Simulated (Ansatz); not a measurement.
# MoPd₄, space group R-3m: a scan of one input key

Program: Ansatz's Python interface.

`mopd4.xyz`
```text
5
Lattice="1.39792814 0.80709419 11.42130158 -1.39792814 0.80709419 11.42130158 0.0 -1.61418837 11.42130158" Properties=species:S:1:pos:R:3 pbc="T T T"
Mo    0.00000000    0.00000000    0.00000000
Pd   -0.00000000   -0.00000000   13.64460641
Pd    0.00000000   -0.00000000   27.39738398
Pd    0.00000000   -0.00000000    6.86652078
Pd   -0.00000000   -0.00000000   20.61929834
```

Interactive session:
```pycon
>>> import ansatz as az
>>> crystal = az.Crystal.from_extxyz("mopd4.xyz")
>>> crystal.resolved().tree()["lattice"]
((1.39792814, 0.80709419, 11.42130158), (-1.39792814, 0.80709419, 11.42130158), (0.0, -1.61418837, 11.42130158))
>>> calculation = (
...     crystal.calculation()
...     .basis(19 * az.Ha)
...     .kpoints(9)
...     .occupations("fermi_dirac", width=0.05)
...     .functional("r2scan")
...     .band_table()
... )
>>> typed = calculation.input()
>>> rows = []
>>> for value in [0.0001, 1e-06, 1e-08]:
...     edited = typed.set(az.key.scf.convergence.dr2_threshold, value)
...     r = az.Session.from_dict(edited).plan().execute().report
...     rows.append((value, r["free_energy_ev"], r["n_iterations"], len(r["eigenvalues_ev"][0]) if "eigenvalues_ev" in r else 0))
...
>>> print("  threshold eV            F eV      iterations    bands listed")
  threshold eV            F eV      iterations    bands listed
>>> for row in rows:
...     print(f"{str(row[0]):>14s}  {row[1]:14.5f}  {row[2]:14d}  {row[3]:14d}")
...
        0.0001    -32910.71787               8              52
         1e-06    -32910.71788              11              52
         1e-08    -32910.71788              12              52
```

Reading the output:
- Total energies depend on the potentials; only differences at equal settings carry meaning. A total without «per atom» is that of the whole cell that was run.
- The mesh is modest for a metal, so energies can be off by several to tens of meV an atom and pressures by half a GPa or more; differences at equal mesh fare better.
- This cell is a computed structure, which may not be the phase found in nature.
- Hardware and time: 100 s on 1 thread of Arm Neoverse V2 (shared host), peak memory 0.78 GiB.
